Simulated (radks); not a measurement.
# The series with 57 electrons, La to Tm¹²⁺

Aim: how levels and radii change as the nucleus grows at a fixed number of electrons, all in [Xe] 5d1 6s2.

Method: Dirac Kohn-Sham, PBE, spin-unpolarised, spherical densities, finite nucleus; open shells fill j = l - 1/2 first. Code: radks (a radial shooting solver on a logarithmic mesh, Libxc functionals) version 1.

## (1) The system

* electrons: 57
* ions: La, Ce⁺, Pr²⁺, Nd³⁺, Pm⁴⁺, Sm⁵⁺, Eu⁶⁺, Gd⁷⁺, Tb⁸⁺, Dy⁹⁺, Ho¹⁰⁺, Er¹¹⁺, Tm¹²⁺
* configuration: [Xe] 5d1 6s2

## (2) La

Settings of this run:

```text
Z 57
configuration [Xe] 5d1 6s2
relativity Dirac
functional pbe,pbe
spin unpolarised
j_filling energy
nucleus finite rms 4.855 fm
c 137.035999084
```

## (3) Ce⁺

Settings of this run:

```text
Z 58
configuration [Xe] 5d1 6s2 6p0 7s0
relativity Dirac
functional pbe,pbe
spin unpolarised
j_filling energy
nucleus finite rms 4.8771 fm
c 137.035999084
```

## (4) Pr²⁺

Settings of this run:

```text
Z 59
configuration [Xe] 5d1 6s2 6p0 7s0
relativity Dirac
functional pbe,pbe
spin unpolarised
j_filling energy
nucleus finite rms 4.8919 fm
c 137.035999084
```

## (5) Nd³⁺

Settings of this run:

```text
Z 60
configuration [Xe] 5d1 6s2 6p0 7s0
relativity Dirac
functional pbe,pbe
spin unpolarised
j_filling energy
nucleus finite rms 4.9123 fm
c 137.035999084
```

## (6) Pm⁴⁺

Settings of this run:

```text
Z 61
configuration [Xe] 5d1 6s2 6p0 7s0
relativity Dirac
functional pbe,pbe
spin unpolarised
j_filling energy
nucleus finite rms 4.962 fm
c 137.035999084
```

## (7) Sm⁵⁺

Settings of this run:

```text
Z 62
configuration [Xe] 5d1 6s2 6p0 7s0
relativity Dirac
functional pbe,pbe
spin unpolarised
j_filling energy
nucleus finite rms 5.0819 fm
c 137.035999084
```

## (8) Eu⁶⁺

Settings of this run:

```text
Z 63
configuration [Xe] 5d1 6s2 6p0 7s0
relativity Dirac
functional pbe,pbe
spin unpolarised
j_filling energy
nucleus finite rms 5.1115 fm
c 137.035999084
```

## (9) Gd⁷⁺

Settings of this run:

```text
Z 64
configuration [Xe] 5d1 6s2 6p0 7s0
relativity Dirac
functional pbe,pbe
spin unpolarised
j_filling energy
nucleus finite rms 5.1569 fm
c 137.035999084
```

## (10) Tb⁸⁺

Settings of this run:

```text
Z 65
configuration [Xe] 5d1 6s2 6p0 7s0
relativity Dirac
functional pbe,pbe
spin unpolarised
j_filling energy
nucleus finite rms 5.06 fm
c 137.035999084
```

## (11) Dy⁹⁺

Settings of this run:

```text
Z 66
configuration [Xe] 5d1 6s2 6p0 7s0
relativity Dirac
functional pbe,pbe
spin unpolarised
j_filling energy
nucleus finite rms 5.2218 fm
c 137.035999084
```

## (12) Ho¹⁰⁺

Settings of this run:

```text
Z 67
configuration [Xe] 5d1 6s2 6p0 7s0
relativity Dirac
functional pbe,pbe
spin unpolarised
j_filling energy
nucleus finite rms 5.2022 fm
c 137.035999084
```

## (13) Er¹¹⁺

Settings of this run:

```text
Z 68
configuration [Xe] 5d1 6s2 6p0 7s0
relativity Dirac
functional pbe,pbe
spin unpolarised
j_filling energy
nucleus finite rms 5.2516 fm
c 137.035999084
```

## (14) Tm¹²⁺

Settings of this run:

```text
Z 69
configuration [Xe] 5d1 6s2 6p0 7s0
relativity Dirac
functional pbe,pbe
spin unpolarised
j_filling energy
nucleus finite rms 5.2256 fm
c 137.035999084
```

**Question.** What will these runs give? Wanted: for each run, ion; E; ε(5p1/2); ε(5p3/2); ε(6s1/2); ε(5d3/2); ε(5d5/2, empty); <r>(5d3/2).

**Answer**, as computed:

```
  ion  E (hartree)  ε(5p1/2) (eV)  ε(5p3/2) (eV)  ε(6s1/2) (eV)  ε(5d3/2) (eV)  ε(5d5/2, empty) (eV)  <r>(5d3/2) (bohr)
   La   -8497.1360        -24.084        -21.579         -3.664         -3.172                -2.985              2.969
  Ce⁺   -8864.3146        -36.064        -33.023         -9.873        -11.565               -11.262              2.413
 Pr²⁺   -9240.5343        -50.107        -46.460        -17.548        -22.060               -21.631              2.115
 Nd³⁺   -9625.8312        -65.868        -61.545        -26.464        -34.282               -33.714              1.911
 Pm⁴⁺  -10020.2488        -83.198        -78.125        -36.507        -48.057               -47.336              1.757
 Sm⁵⁺  -10423.8308        -102.01        -96.113        -47.612        -63.281               -62.392              1.634
 Eu⁶⁺  -10836.6745        -122.26        -115.45        -59.734        -79.890               -78.815              1.531
 Gd⁷⁺  -11258.8208        -143.90        -136.10        -72.844        -97.836               -96.557              1.444
 Tb⁸⁺  -11690.3886        -166.91        -158.03        -86.919        -117.08               -115.58              1.369
 Dy⁹⁺  -12131.3207        -191.27        -181.21        -101.94        -137.61               -135.86              1.302
Ho¹⁰⁺  -12581.8404        -216.97        -205.64        -117.90        -159.39               -157.38              1.243
Er¹¹⁺  -13041.9385        -244.01        -231.29        -134.78        -182.40               -180.11              1.190
Tm¹²⁺  -13511.7598        -272.38        -258.16        -152.59        -206.64               -204.04              1.142
```

**Reading.** Between La and Tm¹²⁺, 5d3/2 binds 65.1 times more strongly and its mean radius falls by a factor 2.60. 5d3/2 drops below 6s1/2 between La and Ce⁺. 5d5/2 drops below 6s1/2 between La and Ce⁺. With rising charge the levels order more and more by their principal quantum number, as in hydrogen. The configuration is held, so it need not be the ground state of every ion.
